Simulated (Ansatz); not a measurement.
# AlIn2As2P: what a guessed cell relaxes into

Aim: relax a trial structure of AlIn2As2P and see where it ends.

Method: DFT PBE, scalar-relativistic, plane waves, PAW, in Ansatz 0.2.0.

## 1. The system as given

Symmetry: P-3m1, No. 164, trigonal system. Conventional cell: a = 4.391 Å, b = 4.391 Å, c = 7.285 Å, α = 90.00°, β = 90.00°, γ = 120.00°. Around Al (site symmetry -3m) lie 6 In at 2.80 Å and 6 As at 3.03 Å and 2 P at 3.64 Å. Around In (site symmetry 3m) lie 4 As at 2.58 to 2.85 Å and 3 Al at 2.80 Å and 3 In at 3.49 Å and 3 P at 3.52 Å. P (site symmetry -3m) has 6 As at 3.22 Å and 6 In at 3.52 Å and 2 Al at 3.64 Å as nearest neighbours. As (site symmetry 3m) has 4 In at 2.58 to 2.85 Å and 3 Al at 3.03 Å as nearest neighbours.

As a file:

```
Al In P As
1.0
     4.39104    0.00000    0.00000
    -2.19552    3.80275    0.00000
     0.00000    0.00000    7.28535
Al In P As
1 2 1 2
Direct
  0.00000 0.00000 0.50000
  0.66667 0.33333 0.66421
  0.33333 0.66667 0.33579
  0.00000 0.00000 0.00000
  0.66667 0.33333 0.27237
  0.33333 0.66667 0.72764
```

A structure generator made this guess: species swapped into a database cell of LiYbCu2P2 (P-3m1, No. 164), with Al on the Li sites, P on the Yb sites, In on the Cu sites and As on the P sites. The dimensions are guesses.

## 2. The guess as it stands, on a coarse mesh

input.yaml reads:

```yaml
crystal:
  lattice:
    - [4.39103993, 0.0, 0.0]
    - [-2.19551996, 3.80275213, 0.0]
    - [0.0, 0.0, 7.28535209]
  atoms:
    - { symbol: Al, position: [0.0, 0.0, 0.5] }
    - { symbol: In, position: [0.66666667, 0.33333333, 0.66421199] }
    - { symbol: In, position: [0.33333333, 0.66666667, 0.33578801] }
    - { symbol: P, position: [0.0, 0.0, 0.0] }
    - { symbol: As, position: [0.66666667, 0.33333333, 0.272365] }
    - { symbol: As, position: [0.33333333, 0.66666667, 0.727635] }
basis:
  ecutwfc: 420
kpoints:
  mp_grid: { grid: [6, 6, 4] }
hamiltonian:
  xc: pbe
scf:
  occupations: { method: gaussian, width: 0.1 }
  lower_state_search: "off"
output:
  forces: true
  stress: true
  eigenvalues: true
```

Command:

```bash
$ ansatz run input.yaml --threads 1 --pin off --max-ram 2560MiB --backend cpu --events-out ev --progress --plain --runs-dir out
```

Further runs follow: a loose first relaxation; final relaxation.

Before running it: what results should come out? Wanted: conventional cell; volume; energy over the elements, black P; gap on the mesh.

The runs gave:

```
                              quantity                                                                       value
symmetry at the end (tolerance 0.05 Å)                                                space group P6/mmm (No. 191)
                     conventional cell  a = 5.126 Å, b = 5.126 Å, c = 5.539 Å, α = 90.00°, β = 90.00°, γ = 120.00°
                                volume                                                               21.01 Å³/atom
     energy over the elements, black P                                                               +0.11 eV/atom
                       gap on the mesh                                                                none (metal)
```

In words: The symmetry goes from space group P-3m1 (No. 164) to space group P6/mmm (No. 191) (read at 0.05 Å; 0.001 Å gives P-3m1 (No. 164)), and the volume per atom grows by 3.6 % from the first guess. With a positive formation energy it can't be a ground state. No finished test with a distortion of lower symmetry is shown, so the end may be a saddle point.
